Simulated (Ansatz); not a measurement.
# WS2: the cost of one run

Method: DFT PBE, scalar-relativistic, plane waves, PAW, and further levels as typed in the inputs, in Ansatz 0.2.0.

### 1 Starting point

Symmetry: P6_3/mmc, No. 194, hexagonal system. The conventional cell has a = 3.153 Å, b = 3.153 Å, c = 12.323 Å, α = 90.00°, β = 90.00°, γ = 120.00°. W (site symmetry -6m2) is surrounded by 6 S at 2.40 Å. S (site symmetry 3m) has 3 W at 2.40 Å as nearest neighbours.

As a file:

```
W S
1.0
     3.15320    0.00000    0.00000
    -1.57660    2.73075    0.00000
     0.00000    0.00000   12.32300
W S
2 4
Direct
  0.33333 0.66667 0.25000
  0.66667 0.33333 0.75000
  0.33333 0.66667 0.62250
  0.66667 0.33333 0.12250
  0.33333 0.66667 0.87750
  0.66667 0.33333 0.37750
```

The structure rests on an entry of the Crystallography Open Database; cell or positions may have been set otherwise for this series.

### 2 Relaxing cell and atoms: WS2, no spin

input.yaml reads:

```yaml
crystal:
  lattice:
    - [3.1532, 0.0, 0.0]
    - [-1.5766, 2.7307513032, 0.0]
    - [0.0, 0.0, 12.323]
  atoms:
    - { symbol: W, position: [0.3333333333, 0.6666666667, 0.25] }
    - { symbol: W, position: [0.6666666667, 0.3333333333, 0.75] }
    - { symbol: S, position: [0.3333333333, 0.6666666667, 0.6225] }
    - { symbol: S, position: [0.6666666667, 0.3333333333, 0.1225] }
    - { symbol: S, position: [0.3333333333, 0.6666666667, 0.8775] }
    - { symbol: S, position: [0.6666666667, 0.3333333333, 0.3775] }
scf:
  occupations: { method: fixed }
output:
  forces: true
  stress: true
  eigenvalues: true
  write_density: true
  write_potential: true
  elf: true
  volumetric_format: npy
kpoints:
  mp_grid: { grid: [12, 12, 3] }
relax:
  f_tol: 0.003
  max_steps: 80
  cell: { stress_tol: 0.01, p_target: 0 }
```

The run is started by

```sh
> ansatz run input.yaml --threads 4 --pin off --max-ram 12288MiB --backend cpu --events-out ev --progress --plain --runs-dir out
```

**Question.** How long does this run take on 4 threads of Intel Xeon 6975P-C (Granite Rapids), shared host, and how much memory does it need?

About 33 s, with a peak of 0.57 GiB.
